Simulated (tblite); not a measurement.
# C5H9ClSSi2: the cost of one run

Computed with tblite 0.8.0 and PySCF 2.14.0, with density-fitted response routines of our own, on a single molecule in the gas phase. Atoms count from 0, in the outputs and in this text.

## (1) The starting structure

18 atoms, charge 0, multiplicity 1; geometry from: force field or distance geometry start.

Bonds of the start (Å): C0–C1 1.23, C1–Si2 1.81, Si2–Cl3 2.10, Si2–S4 2.17, S4–C5 1.80, C5–C6 1.31, C6–C7 1.50, C7–Si8 1.87, C0–H9 1.05, Si2–H10 1.47, C5–H11 1.10, C6–H12 1.08, C7–H13 1.11, C7–H14 1.10, Si8–H15 1.48, Si8–H16 1.45, Si8–H17 1.47.

## (2) Optimising the geometry with GFN2-xTB

The job: settings as JSON, then the geometry in Å.

```
{"job": {"kind": "relax", "xc": "GFN2-xTB", "basis": "xTB"}, "charge": 0, "multiplicity": 1}
C      4.555500    -1.184400    -0.692100
C      3.730400    -0.349800    -0.339600
Si     2.513200     0.876600     0.205200
Cl     3.164200     2.845200    -0.150500
S      0.735500     0.600300    -1.010100
C     -0.048600    -0.906700    -0.411000
C     -1.100600    -0.876300     0.371700
C     -1.724400     0.412400     0.820500
Si    -3.493800     0.444300     0.223700
H      5.240100    -1.917200    -0.998400
H      2.188200     0.650100     1.616200
H      0.426000    -1.840100    -0.738800
H     -1.521100    -1.812400     0.712000
H     -1.194300     1.231900     0.293500
H     -1.633700     0.516700     1.907100
H     -4.095300    -0.834800     0.672700
H     -3.567800     0.617000    -1.216100
H     -4.182400     1.533500     0.927900
```

Run with:

```
OMP_NUM_THREADS=1 python probes_run.py task.json out
```

The driver reads the jobs from task.json and runs them one after another.

**Question.** How long does this first job take on 1 thread of Arm Neoverse V2, shared host, and how much memory does it need?

About 2.4 s, with a peak of 0.17 GiB.
